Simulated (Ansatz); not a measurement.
**SiH₄Se₄: ionisation energy by level of theory**

How much energy removes an electron from SiH₄Se₄ at fixed geometry? The cation is run at each level and the neutral's energy taken from earlier runs.

Program: Ansatz 0.2.0, Gaussian basis. Level of theory: unrestricted cation, the program's frozen cores in correlated methods. These are calculated values, not measurements.

Levels to be run: UKS PBE-D4/def2-TZVPP; UKS r2SCAN-D4/def2-TZVPP; UKS PBE0-D4/def2-TZVPP; UKS B3LYP-D4/def2-TZVPP; UKS wB97X-V/def2-TZVPP; UKS wB97M-V/def2-TZVPP; UKS B2PLYP/def2-TZVPP; UHF-CCSD(T)/def2-TZVPP; UHF-MP2/def2-QZVPP; extrapolation to the limit; then −ε(HOMO) from the neutral's earlier runs with LDA (SPW92), PBE-D4, revPBE-D4, BLYP-D4, r2SCAN-D4, B97M-V, PBE0-D4, B3LYP-D4, r2SCANh-D4, r2SCAN0-D4, HSE06-D4, BHLYP-D4, CAM-B3LYP-D4, LC-ωPBE, ωB97X-V, ωB97M-V.

### 1 The relaxed structure

All runs share one geometry, relaxed beforehand with PBE0-D4 in a triple-zeta def2 set.

SMILES `[SeH][Si]([SeH])([SeH])[SeH]`, 9 atoms, charge 0, spin multiplicity 1.

Atoms are counted from 1 here; the program's logs count them from 0.

Bond lengths: Se1–Si2 2.275 Å, Se1–H6 1.469 Å, Si2–Se3 2.275 Å, Si2–Se4 2.274 Å, Si2–Se5 2.274 Å, Se3–H7 1.469 Å, Se4–H8 1.471 Å, Se5–H9 1.471 Å. Angles: Si2–Se1–H6 92.5°, Se1–Si2–Se3 101.8°, Se1–Si2–Se4 107.0°, Se1–Si2–Se5 115.5°, Se3–Si2–Se4 115.5°, Se3–Si2–Se5 107.0°, Se4–Si2–Se5 110.2°, Si2–Se3–H7 92.5°, Si2–Se4–H8 93.1°, Si2–Se5–H9 93.1°.

Coordinates:

```
atom    x (Å)    y (Å)    z (Å)
 Se1  -0.3286   1.2844  -2.1458
 Si2   0.2231   0.0947  -0.2866
 Se3   2.4325  -0.3186  -0.6391
 Se4  -1.1207  -1.7397  -0.2482
 Se5   0.0641   1.2253   1.6803
  H6  -1.4498   1.9475  -1.4659
  H7   2.4085  -1.5179   0.2094
  H8  -0.7443  -2.0860   1.1311
  H9  -1.3965   1.0643   1.7477
```

### 2 Cation, UKS PBE-D4/def2-TZVPP

File in.yaml:

```yaml
crystal:
  periodic: [false, false, false]
  atoms:
    - {symbol: Se, position_ang: [-0.328584, 1.284359, -2.145841]}
    - {symbol: Si, position_ang: [0.223116, 0.094678, -0.286553]}
    - {symbol: Se, position_ang: [2.432538, -0.318576, -0.639097]}
    - {symbol: Se, position_ang: [-1.120669, -1.739697, -0.248181]}
    - {symbol: Se, position_ang: [0.064131, 1.225256, 1.680343]}
    - {symbol: H, position_ang: [-1.449763, 1.947469, -1.465948]}
    - {symbol: H, position_ang: [2.408470, -1.517946, 0.209400]}
    - {symbol: H, position_ang: [-0.744340, -2.086042, 1.131062]}
    - {symbol: H, position_ang: [-1.396501, 1.064298, 1.747715]}
basis:
  gaussian: {orbitals: def2-TZVPP}
total_charge: 1
magnetization: {spin_polarized: true, initial_magnetization: 1}
hamiltonian: {xc: pbe, dispersion: d4}
```

On the command line:

```
$ ansatz run in.yaml --threads 2 --pin off --events-out ev --progress --plain --max-ram 22528MiB --backend cuda --devices 0, --max-vram 18GiB
```

The runs that follow: Cation, UKS r2SCAN-D4/def2-TZVPP; Cation, UKS PBE0-D4/def2-TZVPP; Cation, UKS B3LYP-D4/def2-TZVPP; Cation, UKS wB97X-V/def2-TZVPP; Cation, UKS wB97M-V/def2-TZVPP; Cation, UKS B2PLYP (frozen core)/def2-TZVPP; Cation, UHF-CCSD(T)/def2-TZVPP; Cation, UHF-MP2/def2-QZVPP.

Before running them: what should the planned runs give, taken together? Wanted: ionisation energy, CCSD(T)/CBS; nearest functional by difference; nearest −ε(HOMO); −ε(HOMO) of PBE; T1 of the cation.

**Answer**, as computed:

| quantity | value |
| --- | --- |
| ionisation energy, CCSD(T)/CBS | 9.43 eV |
| nearest functional by difference | ωB97X-V (-0.17 eV) |
| nearest −ε(HOMO) | ωB97X-V (-0.03 eV) |
| −ε(HOMO) of PBE | 6.03 eV |
| T1 of the cation | 0.026 |

**Reading.** Energy differences with functionals land within 1.09 eV of the reference. −ε(HOMO) of PBE misses by 3.4 eV, since self-interaction lifts the level. Among orbital estimates ωB97X-V comes nearest. Hartree-Fock falls 1.05 eV short, as the neutral has more correlation energy than the cation. Correlated methods include outer-core shells of Se, which these sets cover unevenly. With outer-core shells in play the reference is unsure by up to some tenths of an eV, so close misses can't be ranked.
